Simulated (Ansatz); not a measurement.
# BiPt3: the cost of one run

Computed with Ansatz 0.2.0 (DFT PBEsol, scalar-relativistic, plane waves, PAW, unless a step's input says otherwise).

## (1) The system as given

It takes space group Pm-3m (No. 221, cubic). The conventional cell has a = 4.186 Å, b = 4.186 Å, c = 4.186 Å, α = 90.00°, β = 90.00°, γ = 90.00°. Bi (site symmetry m-3m) is surrounded by 12 Pt at 2.96 Å. Pt (site symmetry 4/mmm) has 4 Bi at 2.96 Å and 8 Pt at 2.96 Å as nearest neighbours.

Coordinates:

```
CELL_PARAMETERS angstrom
4.18649 0.00000 0.00000
0.00000 4.18649 0.00000
0.00000 0.00000 4.18649
ATOMIC_POSITIONS crystal
Bi 0.00000 0.00000 0.00000
Pt 0.00000 0.50000 0.50000
Pt 0.50000 0.00000 0.50000
Pt 0.50000 0.50000 0.00000
```

The structure comes from the Materials Project (structure only).

## (2) A distortion that keeps the symmetry

The change: strain xx, yy, zz, yz, xz, xy = -1.7, -1.7, -1.7, +0.0, +0.0, +0.0 %.

input.yaml

```yaml
crystal:
  lattice:
    - [4.1134406622, 0.0, 0.0]
    - [0.0, 4.1134406622, 0.0]
    - [0.0, 0.0, 4.1134406622]
  atoms:
    - { symbol: Bi, position: [0.0, 0.0, 0.0] }
    - { symbol: Pt, position: [0.0, 0.5, 0.5] }
    - { symbol: Pt, position: [0.5, 0.0, 0.5] }
    - { symbol: Pt, position: [0.5, 0.5, 0.0] }
basis:
  ecutwfc: 420
kpoints:
  mp_grid: { grid: [10, 10, 10] }
hamiltonian:
  xc: pbesol
scf:
  occupations: { method: gaussian, width: 0.1 }
output:
  forces: true
  stress: true
  eigenvalues: true
```

Started as:

```bash
> ansatz run input.yaml --threads 1 --pin off --max-ram 1331MiB --backend cpu --events-out ev --progress --plain --runs-dir out
```

Q: Estimate wall time and peak memory on 1 thread of an x86-64 CPU, shared host.

About 3.1 s, with a peak of 0.48 GiB.
